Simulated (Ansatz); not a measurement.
# Ba3Ta5: the cost of one run

Method: DFT PBE, scalar-relativistic, plane waves, PAW, in Ansatz 0.2.0.

## Step 1: Starting point

The structure is cubic, space group Im-3m (No. 229). The conventional cell has a = 7.223 Å, b = 7.223 Å, c = 7.223 Å, α = 90.00°, β = 90.00°, γ = 90.00°. Around Ba (site symmetry 4/mmm) lie 8 Ta at 3.13 Å. Ta (site symmetry m-3m) is surrounded by 8 Ta at 3.13 Å. Around Ta (site symmetry -3m) lie 6 Ba at 3.13 Å and 2 Ta at 3.13 Å.

Structure file:

```xyz
8
Lattice="-3.6114 3.6114 3.6114 3.6114 -3.6114 3.6114 3.6114 3.6114 -3.6114" Properties=species:S:1:pos:R:3 pbc="T T T"
Ba    3.6114    0.0000    0.0000
Ba    0.0000    0.0000    3.6114
Ba    0.0000    3.6114    0.0000
Ta    0.0000    0.0000    0.0000
Ta    1.8057    1.8057   -1.8057
Ta    1.8057   -1.8057    1.8057
Ta   -1.8057    1.8057    1.8057
Ta    1.8057    1.8057    1.8057
```

A structure generator made this guess: species swapped into a database cell of Fe5Co3 (Im-3m, No. 229), with Ta on the Fe sites and Ba on the Co sites. Lengths come from tabulated atomic sizes and are only a guess.

## Step 2: Probe: one point on a coarse mesh

input.yaml

```yaml
crystal:
  lattice:
    - [-3.61141288, 3.61141288, 3.61141288]
    - [3.61141288, -3.61141288, 3.61141288]
    - [3.61141288, 3.61141288, -3.61141288]
  atoms:
    - { symbol: Ba, position: [0.0, 0.5, 0.5] }
    - { symbol: Ba, position: [0.5, 0.5, 0.0] }
    - { symbol: Ba, position: [0.5, 0.0, 0.5] }
    - { symbol: Ta, position: [0.0, 0.0, 0.0] }
    - { symbol: Ta, position: [0.0, 0.0, 0.5] }
    - { symbol: Ta, position: [0.0, 0.5, 0.0] }
    - { symbol: Ta, position: [0.5, 0.0, 0.0] }
    - { symbol: Ta, position: [0.5, 0.5, 0.5] }
basis:
  ecutwfc: 420
kpoints:
  mp_grid: { grid: [4, 4, 4] }
hamiltonian:
  xc: pbe
scf:
  occupations: { method: gaussian, width: 0.1 }
  lower_state_search: "off"
output:
  forces: true
  stress: true
  eigenvalues: true
```

The run is started by

```bash
$ ansatz run input.yaml --threads 1 --pin off --max-ram 2560MiB --backend cpu --events-out ev --progress --plain --runs-dir out
```

Q: Estimate wall time and peak memory on 1 thread of AMD EPYC 9R45 (Zen 5), shared host.

About 2.2 s, with a peak of 0.52 GiB.
